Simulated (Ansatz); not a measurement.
**KCdCO3F: further runs on the relaxed cell**

This session takes KCdCO3F and sets out to relax it again with other functionals.

Method: DFT PBE, scalar-relativistic, plane waves, PAW, unless a step's input says otherwise, in Ansatz 0.2.0.

## 1. The starting structure

Symmetry: P-6m2, No. 187, hexagonal system. The conventional cell has a = 5.134 Å, b = 5.134 Å, c = 4.487 Å, α = 90.00°, β = 90.00°, γ = 120.00°. K (site symmetry -6m2) is surrounded by 6 O at 2.80 Å and 3 F at 2.96 Å. Around Cd (site symmetry -6m2) lie 2 F at 2.24 Å and 6 O at 2.57 Å. Around C (site symmetry -6m2) lie 3 O at 1.29 Å. O (site symmetry mm2) has 1 C at 1.29 Å as nearest neighbours. Around F (site symmetry -6m2) lie 2 Cd at 2.24 Å and 3 K at 2.96 Å.

Coordinates:

```cif
data_structure
_symmetry_space_group_name_H-M 'P-6m2'
_symmetry_Int_Tables_number 187
_cell_length_a 5.1338
_cell_length_b 5.1338
_cell_length_c 4.4872
_cell_angle_alpha 90.000
_cell_angle_beta 90.000
_cell_angle_gamma 120.000
_cell_volume 102.42
loop_
_atom_site_label
_atom_site_type_symbol
_atom_site_symmetry_multiplicity
_atom_site_Wyckoff_symbol
_atom_site_fract_x
_atom_site_fract_y
_atom_site_fract_z
_atom_site_occupancy
K1 K 1 a 0.00000 0.00000 0.00000 1
Cd1 Cd 1 f 0.66667 0.33333 0.50000 1
C1 C 1 d 0.33333 0.66667 0.50000 1
O1 O 3 k 0.18790 0.37581 0.50000 1
F1 F 1 e 0.66667 0.33333 0.00000 1
```

It is the result of an earlier relaxation at this level (volume 14.63 Å³/atom; gap on the mesh: 1.78 eV).

## 2. Relaxing with PBEsol

input.yaml reads:

```yaml
crystal:
  lattice:
    - [5.1337856221, 0.0, 0.0]
    - [-2.5668928111, 4.4459887663, 0.0]
    - [0.0, 0.0, 4.4871737454]
  atoms:
    - { symbol: K, position: [0.0, 0.0, 0.0] }
    - { symbol: Cd, position: [0.6666666667, 0.3333333333, 0.5] }
    - { symbol: C, position: [0.3333333333, 0.6666666667, 0.5] }
    - { symbol: O, position: [0.1879041669, 0.3758083338, 0.5] }
    - { symbol: O, position: [0.1879041669, 0.8120958331, 0.5] }
    - { symbol: O, position: [0.6241916662, 0.8120958331, 0.5] }
    - { symbol: F, position: [0.6666666667, 0.3333333333, 0.0] }
basis:
  ecutwfc: 420
kpoints:
  mp_grid: { grid: [6, 6, 6] }
hamiltonian:
  xc: pbesol
scf:
  occupations: { method: gaussian, width: 0.02 }
output:
  forces: true
  stress: true
  eigenvalues: true
relax:
  adjacent_minimum: "off"
  f_tol: 0.005
  max_steps: 50
  cell: { stress_tol: 0.05 }
```

Started as:

```bash
$ ansatz run input.yaml --threads 2 --pin off --max-ram 5120MiB --backend cpu --events-out ev --progress --plain --runs-dir out
```

## 3. Relaxing with PBE+D3(BJ)

input.yaml, as its differences from that of step 2:

```diff
@@ -18,3 +18,4 @@
 hamiltonian:
-  xc: pbesol
+  xc: pbe
+  dispersion: d3bj
 scf:
```

## 4. Relaxing with LDA

input.yaml, as its differences from that of step 3:

```diff
@@ -18,4 +18,3 @@
 hamiltonian:
-  xc: pbe
-  dispersion: d3bj
+  xc: lda
 scf:
```

## 5. The cell under r2SCAN

input.yaml, as its differences from that of step 4:

```diff
@@ -14,3 +14,3 @@
 basis:
-  ecutwfc: 420
+  ecutwfc: 500
 kpoints:
@@ -18,3 +18,3 @@
 hamiltonian:
-  xc: lda
+  xc: r2scan
 scf:
```

(Steps that only read results are left out.)

Q: Predict the outcome of this session.

As calculated:

The volumes rise in the order LDA, PBEsol, r2SCAN, PBE+D3(BJ), PBE, over 11.3 %. PBE comes nearest to the reported cell (+1.3 %).
